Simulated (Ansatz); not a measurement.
**C2H8SSi2: one species, many methods**

Aim: compute C2H8SSi2 with functionals from several rungs and with coupled cluster. The yardstick is the atomisation energy at the CCSD(T) limit.

Method: functionals in def2-TZVPP, the program's frozen cores in correlated methods; program: Ansatz 0.2.0, Gaussian basis.

Plan: LDA (SPW92), PBE-D4, revPBE-D4, BLYP-D4, r2SCAN-D4, B97M-V, PBE0-D4, B3LYP-D4, r2SCANh-D4, r2SCAN0-D4, HSE06-D4, BHLYP-D4, CAM-B3LYP-D4, LC-ωPBE, ωB97X-V, ωB97M-V, B2PLYP, PBE-QIDH; CCSD(T)/def2-SVP; CCSD(T)/def2-TZVPP; MP2/def2-QZVPP; extrapolation to the limit; RPA on PBE.

## (1) Structure used throughout

All runs share one geometry, relaxed beforehand with PBE0-D4 in a triple-zeta def2 set.

SMILES `SC1[SiH2]C[SiH2]1`, 13 atoms, charge 0, spin multiplicity 1.

Atoms are counted from 1 here; the program's logs count them from 0.

Bond lengths: S1–C2 1.794 Å, S1–H6 1.345 Å, C2–Si3 1.904 Å, C2–Si5 1.900 Å, C2–H7 1.096 Å, Si3–C4 1.890 Å, Si3–H8 1.488 Å, Si3–H9 1.486 Å, C4–Si5 1.891 Å, C4–H10 1.093 Å, C4–H11 1.089 Å, Si5–H12 1.485 Å, Si5–H13 1.489 Å. Angles: C2–S1–H6 98.7°, S1–C2–Si3 117.2°, S1–C2–Si5 122.2°, S1–C2–H7 110.9°, Si3–C2–Si5 86.3°, Si3–C2–H7 107.5°, Si5–C2–H7 110.0°, C2–Si3–C4 90.9°, C2–Si3–H8 115.2°, C2–Si3–H9 111.0°, C4–Si3–H8 116.8°, C4–Si3–H9 112.3°, H8–Si3–H9 109.5°, Si3–C4–Si5 86.9°, Si3–C4–H10 111.9°, Si3–C4–H11 117.7°, Si5–C4–H10 112.1°, Si5–C4–H11 117.9° and more.

## (2) LDA

This LDA is Slater exchange with PW92 correlation.

Contents of in.yaml:

```yaml
crystal:
  periodic: [false, false, false]
  atoms:
    - {symbol: S, position_ang: [-1.836750, 1.349613, 1.335887]}
    - {symbol: C, position_ang: [-0.920655, 0.562782, 0.008556]}
    - {symbol: Si, position_ang: [-0.537000, -1.293070, 0.195153]}
    - {symbol: C, position_ang: [1.181754, -1.043936, -0.550847]}
    - {symbol: Si, position_ang: [0.951502, 0.801299, -0.207916]}
    - {symbol: H, position_ang: [-1.603207, 2.633349, 1.010926]}
    - {symbol: H, position_ang: [-1.430445, 0.698773, -0.952405]}
    - {symbol: H, position_ang: [-1.458469, -2.206457, -0.532401]}
    - {symbol: H, position_ang: [-0.478637, -1.683501, 1.627640]}
    - {symbol: H, position_ang: [1.198249, -1.263823, -1.621176]}
    - {symbol: H, position_ang: [2.019057, -1.550368, -0.073359]}
    - {symbol: H, position_ang: [1.583789, 1.221884, 1.068589]}
    - {symbol: H, position_ang: [1.351211, 1.738755, -1.294047]}
basis:
  gaussian: {orbitals: def2-TZVPP}
hamiltonian: {xc: lda}
output: {orbitals: {seedname: orbitals}}
```

Further steps of the session: PBE-D4 (GGA); revPBE-D4 (GGA); BLYP-D4 (GGA); r2SCAN-D4 (meta-GGA); B97M-V (meta-GGA); PBE0-D4 (hybrid); B3LYP-D4 (hybrid); r2SCANh-D4 (hybrid); r2SCAN0-D4 (hybrid); HSE06-D4 (hybrid); BHLYP-D4 (hybrid); CAM-B3LYP-D4 (range-separated); LC-ωPBE (range-separated); ωB97X-V (range-separated); ωB97M-V (range-separated); B2PLYP (double hybrid); PBE-QIDH (double hybrid); CCSD(T) in def2-SVP; CCSD(T) in def2-TZVPP; MP2 in def2-QZVPP; RPA on PBE orbitals.

Q: Predict the results of all the runs planned. Wanted: atomisation energy, CCSD(T)/CBS; farthest beyond LDA; mean size of error, GGA; mean size of error, meta-GGA; mean size of error, hybrid; mean size of error, range-separated; mean size of error, double hybrid; gap, smallest and largest; T1 diagnostic.

The runs gave:

```
                               quantity                                                                                value
        atomisation energy, CCSD(T)/CBS                                                                            46.207 eV
    functionals within 0.231 eV (0.5 %)  r2SCAN-D4, PBE0-D4, B3LYP-D4, r2SCANh-D4, HSE06-D4, CAM-B3LYP-D4, ωB97M-V, PBE-QIDH
                    farthest beyond LDA                                                                 BHLYP-D4 (-0.937 eV)
                mean size of error, GGA                                                                             0.476 eV
           mean size of error, meta-GGA                                                                             0.186 eV
             mean size of error, hybrid                                                                             0.251 eV
    mean size of error, range-separated                                                                             0.229 eV
      mean size of error, double hybrid                                                                             0.491 eV
              gap, smallest and largest                                            4.01 eV (LDA (SPW92)), 10.98 eV (LC-ωPBE)
                          T1 diagnostic                                                                               0.0114
triples share of the correlation energy                                                                                4.2 %
```

LDA overbinds by 5.865 eV (13 %). PBE-D4 misses by +0.337 eV. Double hybrids carry the basis error of their MP2 part in triple zeta, and no dispersion term here, so their miss is partly the set-up's. The rungs meta-GGA, range-separated miss on average by less than the doubt on the reference (0.231 eV), so they tie. The reference freezes the cores and leaves out relativity and excitations past (T), so misses under about 0.231 eV can't be ranked. Hartree-Fock recovers 74 % of the binding; the rest is correlation. CCSD(T) in def2-SVP is off by -3.008 eV, worse than the median functional, from the basis alone. The gap grows from 4.0 to 11.0 eV across the functionals, mostly with the share of exact exchange.
